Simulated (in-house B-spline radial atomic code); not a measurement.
# Sb⁵⁺: excited configurations

Aim: the energies of several excited configurations of Sb⁵⁺ above a reference configuration, each from its own self-consistent run.

Program: in-house B-spline radial atomic code version 1. Level of theory: scalar-relativistic (spin-free one-electron X2C) BHandHLYP, spin-polarised, spherical density, exact exchange averaged over the configuration, Fermi nucleus, basis-set limit. These are calculated values, not measurements, unless marked.

## (1) The system

```
element       : antimony (Z = 51)
charge        : +5
electrons     : 46
configuration : [Kr] 4d10
Hamiltonian   : scalar-relativistic (X2C)
nucleus       : Fermi, rms radius 4.680 fm
```

The outer shells:

[Kr] 4d10
```
[Kr] core
4d [↑↓][↑↓][↑↓][↑↓][↑↓]
```

Where spins are not typed, each open shell is filled with up spins first.

Settings, as recorded:

```ini
Z = 51
electrons = 46.0
configuration = [Kr] 4d10
hamiltonian = x2c
method = bhandhlyp
spin_polarised = True
nucleus = fermi
rms_radius = 4.6802
mass_number = 121
atomic_mass = 120.903811353
speed_of_light = 137.035999084
exact_exchange = averaged over the configuration
```

The reference is known from an earlier run: -6475.342713 hartree in all. Up to eight levels, counted from the top:

| orbital | occupation | energy (eV) | <r> (bohr) |
| --- | --- | --- | --- |
| 3d down | 5 | -594.60 | 0.3049 |
| 3d up | 5 | -594.60 | 0.3049 |
| 4s down | 1 | -219.59 | 0.7915 |
| 4s up | 1 | -219.59 | 0.7915 |
| 4p down | 3 | -169.76 | 0.8497 |
| 4p up | 3 | -169.76 | 0.8497 |
| 4d down | 5 | -95.428 | 1.001 |
| 4d up | 5 | -95.428 | 1.001 |

## (2) Run with [Ar] 3d9 4s2 4p6 4d10 5s1

Settings, as recorded:

```ini
Z = 51
electrons = 46.0
configuration = [Ar] 3d9 4s2 4p6 4d10 5s1
hamiltonian = x2c
method = bhandhlyp
spin_polarised = True
nucleus = fermi
rms_radius = 4.6802
mass_number = 121
atomic_mass = 120.903811353
speed_of_light = 137.035999084
exact_exchange = averaged over the configuration
```

On the command line:

```
python run_scf.py task.json out
```

The settings of every run stand in task.json; they run in order.

## (3) Run with [Ar] 3d9 4s2 4p6 4d10 5p1

Settings: those of step 2 with these lines changed.

```diff
@@ -2,3 +2,3 @@
 electrons = 46.0
-configuration = [Ar] 3d9 4s2 4p6 4d10 5s1
+configuration = [Ar] 3d9 4s2 4p6 4d10 5p1
 hamiltonian = x2c
```

## (4) [Kr] 4d9 5s1

Settings: those of step 3 with these lines changed.

```diff
@@ -2,3 +2,3 @@
 electrons = 46.0
-configuration = [Ar] 3d9 4s2 4p6 4d10 5p1
+configuration = [Kr] 4d9 5s1
 hamiltonian = x2c
```

## (5) [Ar] 3d10 4s2 4p5 4d10 5d1

Settings: those of step 4 with these lines changed.

```diff
@@ -2,3 +2,3 @@
 electrons = 46.0
-configuration = [Kr] 4d9 5s1
+configuration = [Ar] 3d10 4s2 4p5 4d10 5d1
 hamiltonian = x2c
```

## (6) [Ar] 3d10 4s2 4p5 4d10 5s1

Settings: those of step 5 with these lines changed.

```diff
@@ -2,3 +2,3 @@
 electrons = 46.0
-configuration = [Ar] 3d10 4s2 4p5 4d10 5d1
+configuration = [Ar] 3d10 4s2 4p5 4d10 5s1
 hamiltonian = x2c
```

## (7) Configuration [Ar] 3d9 4s2 4p6 4d10 5f1

Settings: those of step 6 with these lines changed.

```diff
@@ -2,3 +2,3 @@
 electrons = 46.0
-configuration = [Ar] 3d10 4s2 4p5 4d10 5s1
+configuration = [Ar] 3d9 4s2 4p6 4d10 5f1
 hamiltonian = x2c
```

Before running: How far above the reference does each configuration lie (order and size, in eV)?

The runs gave:

| net move | configuration | 2|M_S|+1 | energy above the reference (eV) | largest <r> (bohr) |
| --- | --- | --- | --- | --- |
| 4d → 5s | [Kr] 4d9 5s1 | 3 | 30.011 | 1.86 |
| 4p → 5s | [Ar] 3d10 4s2 4p5 4d10 5s1 | 3 | 104.29 | 1.86 |
| 4p → 5d | [Ar] 3d10 4s2 4p5 4d10 5d1 | 3 | 133.04 | 2.62 |
| 3d → 5s | [Ar] 3d9 4s2 4p6 4d10 5s1 | 3 | 529.72 | 1.85 |
| 3d → 5p | [Ar] 3d9 4s2 4p6 4d10 5p1 | 3 | 541.83 | 2.07 |
| 3d → 5f | [Ar] 3d9 4s2 4p6 4d10 5f1 | 3 | 575.17 | 3.84 |

What this shows: At the bottom stands 4d → 5s (30.011 eV), at the top 3d → 5f (575.17 eV). 3 of them lie more than 60 % above minus the reference's highest level (95.428 eV), in the range where a state can decay by emitting an electron. The reference has 2|M_S|+1 = 1; 6 of the configurations differ from it in spin. These are spherical averages at the typed spins, not spectroscopic levels.
